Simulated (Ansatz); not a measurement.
# KZn2: the cost of one run

Computed with Ansatz 0.2.0 (DFT PBE, scalar-relativistic, plane waves, PAW, unless a step's input says otherwise).

## Step 1: The structure to begin with

The structure is trigonal, space group R-3m (No. 166). The conventional cell has a = 3.714 Å, b = 3.714 Å, c = 16.828 Å, α = 90.00°, β = 90.00°, γ = 120.00°. K (site symmetry -3m) has 6 Zn at 2.56 Å as nearest neighbours. Zn (site symmetry 3m) has 3 K at 2.56 Å as nearest neighbours.

Coordinates:

```cif
data_structure
_symmetry_space_group_name_H-M 'P 1'
_symmetry_Int_Tables_number 1
_cell_length_a 6.0053
_cell_length_b 6.0053
_cell_length_c 6.0053
_cell_angle_alpha 36.030
_cell_angle_beta 36.030
_cell_angle_gamma 36.030
_cell_volume 67.03
loop_
_atom_site_label
_atom_site_type_symbol
_atom_site_fract_x
_atom_site_fract_y
_atom_site_fract_z
_atom_site_occupancy
K1 K 0.00000 0.00000 0.00000 1
Zn1 Zn 0.75000 0.75000 0.75000 1
Zn2 Zn 0.25000 0.25000 0.25000 1
```

(A quick probe on a coarse mesh, which set the mesh and smearing, is not shown.)

## Step 3: A loose first relaxation

input.yaml reads:

```yaml
crystal:
  lattice:
    - [1.8572483625, 1.0722828421, 5.6093651629]
    - [-1.8572483625, 1.0722828421, 5.6093651629]
    - [0.0, -2.1445656841, 5.6093651629]
  atoms:
    - { symbol: K, position: [0.0, 0.0, 0.0] }
    - { symbol: Zn, position: [0.75, 0.75, 0.75] }
    - { symbol: Zn, position: [0.25, 0.25, 0.25] }
basis:
  ecutwfc: 420
kpoints:
  mp_grid: { grid: [6, 6, 6] }
hamiltonian:
  xc: pbe
scf:
  occupations: { method: gaussian, width: 0.1 }
  lower_state_search: "off"
output:
  forces: true
  stress: true
  eigenvalues: true
relax:
  adjacent_minimum: "off"
  f_tol: 0.04
  max_steps: 70
  cell: { stress_tol: 0.4 }
```

Started as:

```sh
ansatz run input.yaml --threads 1 --pin off --max-ram 2560MiB --backend cpu --events-out ev --progress --plain --runs-dir out
```

**Question.** How long does this run take on 1 thread of Intel Xeon 6975P-C (Granite Rapids), shared host, and how much memory does it need?

About 24 s, with a peak of 0.43 GiB.
